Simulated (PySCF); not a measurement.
# How the numerical set-up moves the result for AlI

Which parts of the numerical set-up matter for AlI? Each run edits the base script.

Program: PySCF 2.14.0. Level of theory: method and basis as typed in the scripts. These are calculated values, not measurements.

2 further runs of the same task are left out: 2 that didn't finish.

## 1. Where the work starts

AlI: 2 atoms, charge 0, spin multiplicity 1.

Bond lengths: Al1–I2 2.630 Å.

## 2. The run that the others are compared with

File input.py:

```python
from pyscf import gto, scf, mp

mol = gto.M(
    atom='Al 0 0 0; I 0 0 2.63',
    basis='def2-svp',
    ecp={'I': 'def2-svp'},
    charge=0,
    spin=0,
    verbose=3,
)
mf = scf.RHF(mol)
mf.kernel()
mp.MP2(mf, frozen=9).kernel()
mf.dip_moment()
print('orbital energies (hartree):', mf.mo_energy[..., max(0, mol.nelec[1]-3):mol.nelec[0]+3].round(4))
```

Run with:

```bash
$ OMP_NUM_THREADS=1 python input.py
```

The log of this run is left out.

In short: E(SCF) = -538.544179 Eh, E(MP2) − E(SCF) = -0.15917 Eh, μ = 2.71 D (of the SCF density).

The bond length is a typed value, not an optimised one.

## 3. Density fitting def2-universal-jkfit

Variant 1 changes density fitting: none → def2-universal-jkfit.

File input.py:

```python
from pyscf import gto, scf, mp

mol = gto.M(
    atom='Al 0 0 0; I 0 0 2.63',
    basis='def2-svp',
    ecp={'I': 'def2-svp'},
    charge=0,
    spin=0,
    verbose=3,
)
mf = scf.RHF(mol)
mf = mf.density_fit(auxbasis='def2-universal-jkfit')
mf.kernel()
mp.MP2(mf, frozen=9).kernel()
mf.dip_moment()
print('orbital energies (hartree):', mf.mo_energy[..., max(0, mol.nelec[1]-3):mol.nelec[0]+3].round(4))
```

Run with:

```bash
$ OMP_NUM_THREADS=1 python input.py
```

## 4. Sbkjc

Variant 2 changes basis set: def2-svp → sbkjc; frozen orbitals: 9 → none. The core potential changes with it: totals don't compare.

input.py: that of step 2 with these lines changed.

```diff
@@ -4,4 +4,4 @@
     atom='Al 0 0 0; I 0 0 2.63',
-    basis='def2-svp',
-    ecp={'I': 'def2-svp'},
+    basis='sbkjc',
+    ecp={'Al': 'sbkjc', 'I': 'sbkjc'},
     charge=0,
@@ -12,3 +12,3 @@
 mf.kernel()
-mp.MP2(mf, frozen=9).kernel()
+mp.MP2(mf).kernel()
 mf.dip_moment()
```

## 5. Lanl2dz

Variant 3 changes basis set: def2-svp → lanl2dz; frozen orbitals: 9 → none. The core potential changes with it: totals don't compare.

input.py: that of step 2 with these lines changed.

```diff
@@ -4,4 +4,4 @@
     atom='Al 0 0 0; I 0 0 2.63',
-    basis='def2-svp',
-    ecp={'I': 'def2-svp'},
+    basis='lanl2dz',
+    ecp={'Al': 'lanl2dz', 'I': 'lanl2dz'},
     charge=0,
@@ -12,3 +12,3 @@
 mf.kernel()
-mp.MP2(mf, frozen=9).kernel()
+mp.MP2(mf).kernel()
 mf.dip_moment()
```

## 6. Cartesian functions on

Variant 4 changes Cartesian functions: off → on.

input.py: that of step 2 with these lines changed.

```diff
@@ -8,2 +8,3 @@
     spin=0,
+    cart=True,
     verbose=3,
```

## 7. Crenbl

Variant 5 changes basis set: def2-svp → crenbl; frozen orbitals: 9 → none. The core potential changes with it: totals don't compare.

input.py: that of step 2 with these lines changed.

```diff
@@ -4,4 +4,4 @@
     atom='Al 0 0 0; I 0 0 2.63',
-    basis='def2-svp',
-    ecp={'I': 'def2-svp'},
+    basis='crenbl',
+    ecp={'Al': 'crenbl', 'I': 'crenbl'},
     charge=0,
@@ -12,3 +12,3 @@
 mf.kernel()
-mp.MP2(mf, frozen=9).kernel()
+mp.MP2(mf).kernel()
 mf.dip_moment()
```

**Question.** What will these runs give? Wanted: for each run, E(SCF); from base; SCF dipole; after the SCF.

**Answer**, as computed:

| run | E(SCF) (hartree) | from base (eV) | SCF dipole (D) | functions | after the SCF |
| --- | --- | --- | --- | --- | --- |
| base | -538.544179 | 0 | 2.71 | 44 | MP2 correlation -4.331 eV, core frozen |
| density fitting def2-universal-jkfit | -538.544167 | +0.0003 | 2.71 | 44 | MP2 correlation -4.331 eV, core frozen |
| sbkjc | -13.173642 | not comparable | 3.71 | 16 | MP2 correlation -1.132 eV |
| lanl2dz | -13.114085 | not comparable | 3.67 | 16 | MP2 correlation -1.148 eV |
| Cartesian functions on | -538.549863 | -0.1547 | 2.73 | n/a | MP2 correlation -4.450 eV, core frozen |
| crenbl | -111.409902 | not comparable | 3.40 | 48 | MP2 correlation -6.877 eV |

The largest comparable shift of the SCF energy, -0.155 eV, comes with the run “Cartesian functions on”.
